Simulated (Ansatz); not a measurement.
# BeGeH2: the cost of one run

The runs use Ansatz 0.2.0, Gaussian basis; def2-QZVPP, all electrons in the functionals, frozen cores in the correlation of double hybrids and RPA.

The runs, in order: wB97M-V, B2PLYP, at charge 0, triplet; charge 0, singlet; charge 0, quintet; charge 1, doublet; charge 1, quartet.

10 further runs of the same task are left out: 10 set aside as unsound or not needed.

## Step 1: The geometry

The geometry is a PBE0/def2-TZVP stationary point (not a proven minimum). No spin-orbit coupling is included. The filled d shell of Ge may be among the frozen orbitals whatever the setting's name suggests; the logs give the count.

4 atoms, charge 0, spin multiplicity 3.

Atoms are counted from 1 here; the program's logs count them from 0.

Bond lengths: Ge1–H3 1.540 Å, Ge1–H4 1.540 Å. Angles: H3–Ge1–H4 108.2°.

No dispersion term is added; wB97M-V holds VV10 nonlocal correlation.

The geometry shown and the zero of energy belong to the point charge 0, triplet. The yardstick, RCCSD(T), and other wave-function levels (R restricted, U unrestricted, valence and pair active spaces) come from earlier runs.

## Step 2: wB97M-V, charge 0, triplet

The input, in.yaml:

```yaml
crystal:
  periodic: [false, false, false]
  atoms:
    - {symbol: Ge, position_ang: [0.000000, 0.000000, 0.210942]}
    - {symbol: Be, position_ang: [0.000000, 0.000000, -1.949358]}
    - {symbol: H, position_ang: [0.000000, -1.247203, 1.113742]}
    - {symbol: H, position_ang: [0.000000, 1.247203, 1.113742]}
basis:
  gaussian: {orbitals: "def2-QZVPP.json"}
magnetization: {spin_polarized: true, initial_magnetization: 2}
hamiltonian: {xc: {name: wB97M-V}}
output: {orbitals: {seedname: orbitals}}
```

Launch:

```sh
ansatz run in.yaml --threads 1 --pin off --events-out ev --progress --plain --max-ram 2393MiB
```

Q: Estimate wall time and peak memory on 1 thread of Arm Neoverse V1, shared host.

About 23 s, with a peak of 0.51 GiB.
